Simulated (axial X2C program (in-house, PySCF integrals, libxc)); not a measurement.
**All-electron X2C curves of PtGe**

What are the state, bond length, wavenumber and bond energy of PtGe, and what does spin–orbit coupling change?

The runs use an in-house X2C program for linear molecules on PySCF integrals; all-electron X2C, Pt dyall-cv3z, Ge dyall-cv3z.

All values are calculated.

## 1. Input

File task.json:

```json
{
 "zs": [
  78,
  32
 ],
 "q": 0,
 "bas": [
  "dyall-cv3z",
  "dyall-cv3z"
 ],
 "levels": [
  "PBE0",
  "HF",
  "PBEsol"
 ],
 "cc": true,
 "r0": 2.44,
 "thr": -1.0,
 "nmax": 90,
 "npts": 10,
 "nst": 2,
 "ntry": 6
}
```

Keys: zs atomic numbers; q charge; bas basis sets; levels methods (HF also brings MP2); cc coupled cluster on or off; r0 starting distance in Å; thr threshold in hartree for freezing inner shells (an s shell follows its p shell); nmax most natural virtual spinors; npts points asked for on the curve; nst determinants followed; ntry starts of the search.

On the command line:

```sh
$ python so2c.py task.json out
```

Spin-free means the one-electron spin-free X2C Hamiltonian; two-component (2c) means X2C with spin–orbit coupling and atomic mean-field two-electron Coulomb and Gaunt terms. Basis: Pt dyall-cv3z contracted to [13s14p9d6f4g], Ge dyall-cv3z contracted to [9s9p7d4f1g]; Gaussian nuclei, density fitting. Masses: Pt 194.965 u, Ge 73.921 u.

Notation: σ, π±, δ± give the projection m of an orbital's angular momentum (0, ±1, ±2), α and β its spin, Λ and M_S the sums; ω is the projection of a spinor's total angular momentum and Ω the sum. Logs are in hartree.

The results follow Hamiltonian by Hamiltonian and level by level.

## 2. State search with PBE0

PBE0 moves the distance from 2.440 Å to 2.161 Å and compares determinants there.

Spin-free determinants:

```csv
ΔE (eV),state,open shells
0.00,"M_S = 0, Λ = 0",closed shell
1.35,"M_S = 1, Λ = 1","beyond closed shells: σα, π+α"
1.49,"M_S = 0, Λ = 1","beyond closed shells: σα, π+β"
1.86,"M_S = 1, Λ = 3","beyond closed shells: π+α, δ+α, δ+β, δ-α"
1.86,"M_S = 1, Λ = 1","beyond closed shells: π-α, δ+α, δ+β, δ-α"
1.90,"M_S = 0, Λ = 3","beyond closed shells: π+β, δ+α, δ+β, δ-α"
1.93,"M_S = 0, Λ = 1","beyond closed shells: π-β, δ+α, δ+β, δ-α"
```

Two-component determinants:

| ΔE (eV) | state | open shells |
| --- | --- | --- |
| 0.00 | Ω = 0 | closed shell |
| 1.31 | Ω = 2 | excess of +ω over −ω: ω = -1/2, ω = 5/2 |
| 1.34 | Ω = 3 | excess of +ω over −ω: ω = 1/2, ω = 5/2 |
| 1.37 | Ω = 1 | excess of +ω over −ω: 2 × ω = 1/2 |
| 1.51 | Ω = 2 | excess of +ω over −ω: ω = 1/2, ω = 3/2 |
| 1.57 | Ω = 4 | excess of +ω over −ω: ω = 3/2, ω = 5/2 |
| 1.63 | Ω = 1 | excess of +ω over −ω: ω = -1/2, ω = 3/2 |

## 3. PBE0, spin-free

State followed: M_S = 0, Λ = 0 (closed shell). The scan is laid around 2.161 Å, a first estimate of the minimum, and this SCF restarts from the orbitals of the search.

The SCF at the reference distance of 2.161 Å:

```text
spin-free X2C-1e  PBE0
basis functions 286  fitting functions 1474  grid points 5800
iter        total energy     max residual
   1     -20514.497415067     1.15e-05
   2     -20514.497415056     2.19e-05
   3     -20514.497415066     1.06e-05
   4     -20514.497415070     1.74e-06
   5     -20514.497415070     5.76e-07
converged
one-electron -29396.91249762  Coulomb 8712.37692786  exact exchange -108.53446654  xc functional -332.63807681  nuclear repulsion 611.21069804
```

Along the bond, energies from the lowest point:

| R (Å) | E (eV) | μ (D) | HOMO (eV) | LUMO (eV) | iterations |
| --- | --- | --- | --- | --- | --- |
| 2.031 | 0.2268 | 1.03 | -6.03 | -2.55 | 13 |
| 2.096 | 0.0415 | 1.17 | -6.00 | -2.63 | 13 |
| 2.161 | 0.0000 | 1.32 | -5.97 | -2.72 | 5 |
| 2.237 | 0.0844 | 1.51 | -5.92 | -2.81 | 13 |
| 2.312 | 0.2706 | 1.69 | -5.87 | -2.91 | 13 |
| 2.409 | 0.6071 | 1.93 | -5.81 | -3.03 | 13 |

Dipoles are positive if Ge is the positive end.

Outer orbitals at the reference distance:

```json
{"symmetry": "δ-α", "occupied": "yes", "ε (eV)": "-33.42", "atomic character": "100% Ge d"}
{"symmetry": "δ+α", "occupied": "yes", "ε (eV)": "-33.42", "atomic character": "100% Ge d"}
{"symmetry": "π+α", "occupied": "yes", "ε (eV)": "-33.22", "atomic character": "100% Ge d"}
{"symmetry": "π-α", "occupied": "yes", "ε (eV)": "-33.22", "atomic character": "100% Ge d"}
{"symmetry": "σα", "occupied": "yes", "ε (eV)": "-33.20", "atomic character": "100% Ge d"}
{"symmetry": "σα", "occupied": "yes", "ε (eV)": "-14.12", "atomic character": "62% Ge s, 15% Pt d, 10% Pt s"}
{"symmetry": "σα", "occupied": "yes", "ε (eV)": "-8.03", "atomic character": "58% Pt d, 27% Ge p, 10% Ge s"}
{"symmetry": "π+α", "occupied": "yes", "ε (eV)": "-7.79", "atomic character": "81% Pt d, 15% Ge p"}
{"symmetry": "π-α", "occupied": "yes", "ε (eV)": "-7.79", "atomic character": "81% Pt d, 15% Ge p"}
{"symmetry": "δ-α", "occupied": "yes", "ε (eV)": "-6.65", "atomic character": "99% Pt d"}
{"symmetry": "δ+α", "occupied": "yes", "ε (eV)": "-6.65", "atomic character": "99% Pt d"}
{"symmetry": "σα", "occupied": "yes", "ε (eV)": "-5.97", "atomic character": "44% Pt s, 34% Ge p, 20% Pt d"}
{"symmetry": "π+α", "occupied": "no", "ε (eV)": "-2.72", "atomic character": "61% Ge p, 16% Pt p, 16% Pt d"}
{"symmetry": "π-α", "occupied": "no", "ε (eV)": "-2.72", "atomic character": "61% Ge p, 16% Pt p, 16% Pt d"}
{"symmetry": "σα", "occupied": "no", "ε (eV)": "-1.38", "atomic character": "42% Pt p, 25% Pt s, 22% Ge p"}
{"symmetry": "π-α", "occupied": "no", "ε (eV)": "0.62", "atomic character": "78% Pt p, 8% Ge p, 8% Ge d"}
```

PBE0 fields in the half plane through the axis: z from -2.4 to 4.5 Å across, distance from the axis 0.15 to 2.25 Å upwards; Pt lies at z = 0 and Ge at z = 2.161 Å; the ELF is damped to zero where the density is low.

log10 density (e/bohr³). Ten even steps from ' ' (-4.39 ) to '@' (1.86 ):
```
      ....::::::::::::::::::::............      
    ....::::::----------::::::::::::::::......  
  ....::::----------------------------::::::....
....::::----================--==--------::::....
....::----====++++++++================----::::..
..::::--====++******++++++++++++++++====----::::
..::::--==++**######**++++++**##**++++====--::::
..::----==++**%%@@%%**++++**##@@%%**++====--::::
```

ELF. Ten even steps from ' ' (0.00 ) to '@' (0.96 ):
```
          ......::::......                      
        ....::::----::::::..    ....::::::      
        ..::::------------::::::--==******==..  
        ..::----========++==----++**%%%%%%##==..
        ..::--======--==++++----==**%%@@@@@@##--
        ..::--++**++--==++--......--##@@@@@@%%++
      ....--++**==++++==++..--**++::++@@@@@@@@##
      ..::==**==--==**====..##::##----%%@@@@@@%%
```

Re = 2.151 Å, ωe = 367 cm⁻¹, ωexe = 0.675 cm⁻¹, Be = 0.06799 cm⁻¹, De = 4.57 eV, μ = 1.30 D.

## 4. HF, spin-free

The SCF at the reference distance of 2.161 Å:

```text
spin-free X2C-1e  HF
basis functions 286  fitting functions 1474  grid points 5800
iter        total energy     max residual
   1     -20507.462737879     1.06e+00
   2     -20507.518971081     1.51e-02
   3     -20507.518952878     2.17e-02
   4     -20507.524891347     3.83e-03
   5     -20507.525612690     1.48e-03
   6     -20507.525889836     1.12e-03
   7     -20507.526112281     3.01e-04
   8     -20507.526140526     9.71e-05
   9     -20507.526142331     4.15e-05
  10     -20507.526142525     9.04e-06
  11     -20507.526142534     5.26e-06
  12     -20507.526142535     1.69e-06
converged
one-electron -29401.63450271  Coulomb 8717.39023827  exact exchange -434.49257613  xc functional 0.00000000  nuclear repulsion 611.21069804
```

Re = 2.168 Å, ωe = 349 cm⁻¹, ωexe = 0.802 cm⁻¹, Be = 0.06694 cm⁻¹, De = 1.12 eV, μ = 0.19 D.

## 5. PBEsol, spin-free

The SCF at the reference distance of 2.161 Å:

```text
spin-free X2C-1e  PBEsol
basis functions 286  fitting functions 1474  grid points 5800
iter        total energy     max residual
   1     -20507.621207206     6.43e-01
   2     -20507.617869397     2.19e-02
   3     -20507.346154016     8.30e-02
   4     -20507.608303233     3.00e-02
   5     -20507.633461542     1.39e-03
   6     -20507.632434835     5.02e-03
   7     -20507.633509776     1.06e-03
   8     -20507.633558519     2.34e-04
   9     -20507.633560238     7.81e-05
  10     -20507.633560467     5.17e-06
  11     -20507.633560468     3.51e-06
converged
one-electron -29393.26730252  Coulomb 8708.55629119  exact exchange 0.00000000  xc functional -434.13324718  nuclear repulsion 611.21069804
```

Re = 2.153 Å, ωe = 362 cm⁻¹, ωexe = 0.692 cm⁻¹, Be = 0.06788 cm⁻¹, De = 5.80 eV, μ = 1.63 D.

## 6. Correlated methods, spin-free

Correlated methods: 14 electrons correlated (frozen shells, counted by type: Pt 5 s, 4 p, 2 d, 1 f; Ge 3 s, 2 p, 1 d), 326 virtual spinors in MP2, 88 natural virtuals in coupled cluster.

Output of the correlated part at 2.161 Å:

```text
correlated 14  virtual 326  natural virtual 88  E(MP2) -0.523716835  MP2 remainder -0.040225585
iter   CCSD correlation   residual
   1     -0.406861092   3.26e-01
   2     -0.434071794   1.95e-01
   3     -0.440690636   5.33e-02
   4     -0.442058058   2.97e-02
   5     -0.442478937   1.17e-02
   6     -0.442721663   4.23e-03
   7     -0.442683919   1.33e-03
   8     -0.442684494   3.77e-04
   9     -0.442697543   1.40e-04
  10     -0.442691629   4.70e-05
  11     -0.442693633   2.00e-05
  12     -0.442693340   7.76e-06
  13     -0.442693168   3.45e-06
  14     -0.442693160   1.78e-06
(T) -0.031032129  T1 0.0661  D1 0.1441  max T2 0.063
```

T1 in the output is the amplitude norm over the root of the electron number; divide by √2 for the Lee–Taylor value.

MP2: Re = 2.132 Å, ωe = 406 cm⁻¹, Be = 0.06918 cm⁻¹, De = 5.51 eV.

CCSD: Re = 2.155 Å, ωe = 371 cm⁻¹, ωexe = 0.662 cm⁻¹, Be = 0.06772 cm⁻¹, De = 4.41 eV. T1 at Re = 0.046 (Lee–Taylor, the printed value over √2).

CCSD(T): Re = 2.167 Å, ωe = 363 cm⁻¹, ωexe = 0.624 cm⁻¹, Be = 0.067 cm⁻¹, De = 4.84 eV. T1 at Re = 0.047 (Lee–Taylor, the printed value over √2).

## 7. A higher determinant, spin-free

State: M_S = 1, Λ = 1 (beyond closed shells: σα, π+α).

Output at the reference distance:

```text
spin-free X2C-1e  PBE0
basis functions 286  fitting functions 1474  grid points 5800
iter        total energy     max residual
   1     -20514.447767317     1.71e-05
   2     -20514.447767301     3.18e-05
   3     -20514.447767343     8.93e-06
   4     -20514.447767348     6.35e-06
   5     -20514.447767358     3.86e-06
   6     -20514.447767359     5.92e-07
converged
one-electron -29396.72783760  Coulomb 8712.28621955  exact exchange -108.55440074  xc functional -332.66244661  nuclear repulsion 611.21069804
```

| R (Å) | E above the lowest PBE0 point (eV) |
| --- | --- |
| 2.031 | 1.780 |
| 2.096 | 1.500 |
| 2.161 | 1.351 |
| 2.237 | 1.296 |
| 2.312 | 1.331 |
| 2.409 | 1.465 |

No constants are quoted: too few points lie around the minimum for a second fit to confirm the first.

## 8. The spin-free curves together

Energy (eV) of the followed determinant, spin-free, from each level's lowest point:

| R (Å) | PBE0 | HF | MP2 | CCSD | CCSD(T) | PBEsol |
| --- | --- | --- | --- | --- | --- | --- |
| 2.031 | 0.227 | 0.279 | 0.177 | 0.251 | 0.292 | 0.230 |
| 2.096 | 0.041 | 0.068 | 0.009 | 0.051 | 0.071 | 0.044 |
| 2.161 | 0.000 | 0.000 | 0.000 | 0.000 | 0.000 | 0.000 |
| 2.237 | 0.084 | 0.051 | 0.141 | 0.079 | 0.057 | 0.080 |
| 2.312 | 0.271 | 0.200 | 0.404 | 0.266 | 0.223 | 0.259 |
| 2.409 | 0.607 | 0.483 | 0.864 | 0.608 | 0.542 | 0.585 |

## 9. PBE0, 2c

State followed: Ω = 0 (closed shell). The scan is laid around 2.161 Å, a first estimate of the minimum, and this SCF restarts from the orbitals of the search.

Output at 2.161 Å:

```text
two-component X2C + atomic mean field  PBE0
basis functions 286  fitting functions 1474  grid points 5800
iter        total energy     max residual
   1     -20515.347779684     6.73e-06
   2     -20515.347779690     1.00e-05
   3     -20515.347779691     7.07e-06
converged
one-electron -29376.81987037  Coulomb 8708.99203149  exact exchange -108.50558679  xc functional -332.61278898  nuclear repulsion 611.21069804  atomic mean-field constant -17.61226307
```

Along the bond, energies from the lowest point:

| R (Å) | E (eV) | μ (D) | HOMO (eV) | LUMO (eV) | iterations |
| --- | --- | --- | --- | --- | --- |
| 2.031 | 0.2454 | 0.94 | -6.05 | -2.70 | 13 |
| 2.096 | 0.0511 | 1.07 | -6.02 | -2.77 | 13 |
| 2.161 | 0.0000 | 1.21 | -5.98 | -2.84 | 3 |
| 2.237 | 0.0725 | 1.37 | -5.93 | -2.92 | 14 |
| 2.312 | 0.2462 | 1.54 | -5.88 | -3.01 | 14 |
| 2.409 | 0.5662 | 1.75 | -5.81 | -3.11 | 15 |

Dipoles are positive if Ge is the positive end.

Outer spinors at the reference distance:

```json
{"ω": "3/2", "occupied": "yes", "ε (eV)": "-33.67", "atomic character": "100% Ge d", "λ mixture": "88% δ, 12% π"}
{"ω": "1/2", "occupied": "yes", "ε (eV)": "-33.50", "atomic character": "100% Ge d", "λ mixture": "62% π, 38% σ"}
{"ω": "5/2", "occupied": "yes", "ε (eV)": "-33.16", "atomic character": "100% Ge d", "λ mixture": "100% δ"}
{"ω": "3/2", "occupied": "yes", "ε (eV)": "-33.00", "atomic character": "100% Ge d", "λ mixture": "88% π, 12% δ"}
{"ω": "1/2", "occupied": "yes", "ε (eV)": "-32.96", "atomic character": "100% Ge d", "λ mixture": "62% σ, 38% π"}
{"ω": "1/2", "occupied": "yes", "ε (eV)": "-14.11", "atomic character": "61% Ge s, 16% Pt d, 11% Pt s", "λ mixture": "100% σ"}
{"ω": "1/2", "occupied": "yes", "ε (eV)": "-8.64", "atomic character": "77% Pt d, 13% Ge p, 6% Ge s", "λ mixture": "52% π, 48% σ"}
{"ω": "3/2", "occupied": "yes", "ε (eV)": "-8.04", "atomic character": "89% Pt d, 8% Ge p", "λ mixture": "64% π, 36% δ"}
{"ω": "1/2", "occupied": "yes", "ε (eV)": "-7.64", "atomic character": "61% Pt d, 29% Ge p, 5% Ge s", "λ mixture": "54% σ, 46% π"}
{"ω": "3/2", "occupied": "yes", "ε (eV)": "-6.92", "atomic character": "89% Pt d, 9% Ge p", "λ mixture": "63% δ, 37% π"}
{"ω": "5/2", "occupied": "yes", "ε (eV)": "-6.24", "atomic character": "99% Pt d", "λ mixture": "100% δ"}
{"ω": "1/2", "occupied": "yes", "ε (eV)": "-5.98", "atomic character": "43% Pt s, 33% Ge p, 21% Pt d", "λ mixture": "97% σ, 3% π"}
{"ω": "1/2", "occupied": "no", "ε (eV)": "-2.84", "atomic character": "60% Ge p, 18% Pt p, 15% Pt d", "λ mixture": "98% π, 2% σ"}
{"ω": "3/2", "occupied": "no", "ε (eV)": "-2.57", "atomic character": "60% Ge p, 18% Pt d, 16% Pt p", "λ mixture": "99% π, 1% δ"}
{"ω": "1/2", "occupied": "no", "ε (eV)": "-1.42", "atomic character": "43% Pt p, 24% Pt s, 22% Ge p", "λ mixture": "98% σ, 2% π"}
{"ω": "1/2", "occupied": "no", "ε (eV)": "0.53", "atomic character": "75% Pt p, 10% Ge p, 9% Ge d", "λ mixture": "98% π, 2% σ"}
```

PBE0 fields in the half plane through the axis: z from -2.4 to 4.5 Å across, distance from the axis 0.15 to 2.25 Å upwards; Pt lies at z = 0 and Ge at z = 2.161 Å; the ELF is damped to zero where the density is low.

log10 density (e/bohr³). Ten even steps from '0' (-4.39 ) to '9' (1.86 ):
```
000112222222222111111000
001122233333222222221110
011223333333333333322211
112233444444444433332211
112334455554444444433221
122344566655555555443322
122345677765556765544322
123345689865567986544322
```

ELF. Ten even steps from '0' (0.00 ) to '9' (0.96 ):
```
000001112211100000000000
000011223322211011222000
000012233333322234665310
000012334444543357888741
000012344444553346899973
000012356534531113799985
000113564554513652599997
000124643464417273389997
```

Re = 2.157 Å, ωe = 361 cm⁻¹, ωexe = 0.682 cm⁻¹, Be = 0.06763 cm⁻¹, De = 4.33 eV, μ = 1.20 D.

## 10. HF, 2c

Output at 2.161 Å:

```text
two-component X2C + atomic mean field  HF
basis functions 286  fitting functions 1474  grid points 5800
iter        total energy     max residual
   1     -20508.251751081     1.06e+00
   2     -20508.308168823     1.49e-02
   3     -20508.308368953     2.11e-02
   4     -20508.313876218     3.83e-03
   5     -20508.314591668     1.51e-03
   6     -20508.314869090     1.15e-03
   7     -20508.315101437     3.06e-04
   8     -20508.315137533     9.67e-05
   9     -20508.315141312     5.84e-05
  10     -20508.315142272     3.57e-05
  11     -20508.315142606     1.82e-05
  12     -20508.315142717     1.19e-05
  13     -20508.315142768     7.59e-06
  14     -20508.315142780     5.85e-06
  15     -20508.315142792     3.54e-06
  16     -20508.315142799     1.05e-06
  17     -20508.315142799     5.02e-07
converged
one-electron -29381.42756549  Coulomb 8713.88721111  exact exchange -434.37322338  xc functional 0.00000000  nuclear repulsion 611.21069804  atomic mean-field constant -17.61226307
```

Re = 2.171 Å, ωe = 348 cm⁻¹, ωexe = 0.785 cm⁻¹, Be = 0.06674 cm⁻¹, De = 0.815 eV, μ = 0.13 D.

## 11. PBEsol, 2c

The SCF at the reference distance of 2.161 Å:

```text
two-component X2C + atomic mean field  PBEsol
basis functions 286  fitting functions 1474  grid points 5800
iter        total energy     max residual
   1     -20508.496214082     6.42e-01
   2     -20508.492759546     2.15e-02
   3     -20508.209229290     8.35e-02
   4     -20508.480921932     3.06e-02
   5     -20508.508381645     1.67e-03
   6     -20508.507011721     5.62e-03
   7     -20508.508445084     1.28e-03
   8     -20508.508521202     2.66e-04
   9     -20508.508523525     9.00e-05
  10     -20508.508523856     8.08e-06
  11     -20508.508523859     3.48e-06
  12     -20508.508523859     2.15e-07
converged
one-electron -29373.22833004  Coulomb 8705.22659576  exact exchange 0.00000000  xc functional -434.10522454  nuclear repulsion 611.21069804  atomic mean-field constant -17.61226307
```

Re = 2.159 Å, ωe = 355 cm⁻¹, ωexe = 0.715 cm⁻¹, Be = 0.06745 cm⁻¹, De = 5.52 eV, μ = 1.52 D.

## 12. MP2 and beyond, 2c

Correlated methods: 14 electrons correlated (frozen shells, counted by type: Pt 5 s, 4 p, 2 d, 1 f; Ge 3 s, 2 p, 1 d), 328 virtual spinors in MP2, 90 natural virtuals in coupled cluster.

Output of the correlated part at 2.161 Å:

```text
correlated 14  virtual 328  natural virtual 90  E(MP2) -0.523158533  MP2 remainder -0.038060370
iter   CCSD correlation   residual
   1     -0.408732585   3.25e-01
   2     -0.435720985   1.91e-01
   3     -0.442257793   5.23e-02
   4     -0.443545694   2.90e-02
   5     -0.443945706   1.14e-02
   6     -0.444180033   4.29e-03
   7     -0.444143775   1.47e-03
   8     -0.444144787   5.49e-04
   9     -0.444160165   2.96e-04
  10     -0.444150336   1.71e-04
  11     -0.444156689   8.95e-05
  12     -0.444154598   3.97e-05
  13     -0.444154491   1.37e-05
  14     -0.444154355   7.00e-06
  15     -0.444154216   3.80e-06
  16     -0.444154165   1.89e-06
  17     -0.444154160   1.07e-06
(T) -0.031387765  T1 0.0644  D1 0.1405  max T2 0.056
```

MP2: Re = 2.138 Å, ωe = 399 cm⁻¹, Be = 0.06883 cm⁻¹, De = 5.18 eV.

CCSD: Re = 2.159 Å, ωe = 369 cm⁻¹, ωexe = 0.65 cm⁻¹, Be = 0.06748 cm⁻¹, De = 4.07 eV. T1 at Re = 0.045 (Lee–Taylor, the printed value over √2).

CCSD(T): Re = 2.170 Å, ωe = 361 cm⁻¹, ωexe = 0.626 cm⁻¹, Be = 0.06679 cm⁻¹, De = 4.51 eV. T1 at Re = 0.046 (Lee–Taylor, the printed value over √2).

## 13. A higher determinant, 2c

State: Ω = 2 (excess of +ω over −ω: ω = -1/2, ω = 5/2).

Output at the reference distance:

```text
two-component X2C + atomic mean field  PBE0
basis functions 286  fitting functions 1474  grid points 5800
iter        total energy     max residual
   1     -20515.299814404     8.60e-06
   2     -20515.299814403     2.18e-05
   3     -20515.299814416     4.35e-06
   4     -20515.299814417     2.13e-06
converged
one-electron -29371.88369293  Coulomb 8704.06436380  exact exchange -108.50884404  xc functional -332.57007622  nuclear repulsion 611.21069804  atomic mean-field constant -17.61226307
```

| R (Å) | E above the lowest PBE0 point (eV) |
| --- | --- |
| 2.031 | 1.932 |
| 2.096 | 1.545 |
| 2.161 | 1.305 |
| 2.237 | 1.163 |
| 2.312 | 1.129 |
| 2.409 | 1.194 |

No constants are quoted: too few points lie around the minimum for a second fit to confirm the first.

## 14. The 2c curves together

Energy (eV) of the followed determinant, 2c, from each level's lowest point:

| R (Å) | PBE0 | HF | MP2 | CCSD | CCSD(T) | PBEsol |
| --- | --- | --- | --- | --- | --- | --- |
| 2.031 | 0.245 | 0.290 | 0.198 | 0.265 | 0.305 | 0.251 |
| 2.096 | 0.051 | 0.074 | 0.020 | 0.058 | 0.077 | 0.055 |
| 2.161 | 0.000 | 0.000 | 0.000 | 0.000 | 0.000 | 0.000 |
| 2.237 | 0.073 | 0.045 | 0.127 | 0.072 | 0.051 | 0.066 |
| 2.312 | 0.246 | 0.190 | 0.375 | 0.253 | 0.211 | 0.230 |
| 2.409 | 0.566 | 0.469 | 0.819 | 0.590 | 0.525 | 0.535 |

The whole job took 4.4 min on 1 thread of Arm Neoverse V1, shared host.

## 15. Constants

Lowest determinant that the search found at its distance, spin-free: M_S = 0, Λ = 0 (closed shell).

Lowest determinant that the search found at its distance, 2c: Ω = 0 (closed shell).

```csv
Hamiltonian,level,Re (Å),ωe (cm⁻¹),De (eV),μ (D)
spin-free,PBE0,2.151,367,4.57,1.30
spin-free,HF,2.168,349,1.12,0.19
spin-free,MP2,2.132,406,5.51,n/a
spin-free,CCSD,2.155,371,4.41,n/a
spin-free,CCSD(T),2.167,363,4.84,n/a
spin-free,PBEsol,2.153,362,5.80,1.63
2c,PBE0,2.157,361,4.33,1.20
2c,HF,2.171,348,0.815,0.13
2c,MP2,2.138,399,5.18,n/a
2c,CCSD,2.159,369,4.07,n/a
2c,CCSD(T),2.170,361,4.51,n/a
2c,PBEsol,2.159,355,5.52,1.52
```

Dipoles are positive if Ge is the positive end.

Time per point (s) on 1 thread of Arm Neoverse V1, shared host (2c runs; CCSD comes with the CCSD(T) run); the times are rough: PBE0 1.2, HF 1.2, MP2 2, CCSD(T) 8.8, PBEsol 0.51.

What this shows: At CCSD(T), going from spin-free to two-component changes Re by +3 mÅ, ωe by -0.4 %; the spin-free picture holds up (part of it comes from the scalar share of the two-electron terms). De moves by -0.33 eV; both De rest on single-determinant atoms, which can miss part of an open shell's spin–orbit lowering.

De refers to Pt + Ge, each in the lowest determinant found, which need not be this curve's own limit. The state is a single determinant with fixed occupations, the lowest that a limited PBE0 search found. Closed shells are restricted here (equal orbitals for both partners), which fails at long range if the bond breaks into open shells. De is counted from the lowest determinant-based energies of the atoms at the same level, without counterpoise correction. Coupled cluster ran in a truncated set of natural virtual spinors; the MP2 energy of the rest was added. With the outer-core shells frozen, correlated bond lengths of heavy atoms tend to come out a few hundredths of an ångström too long. T1 at Re is 0.047 (Lee–Taylor), above the customary mark of 0.02.
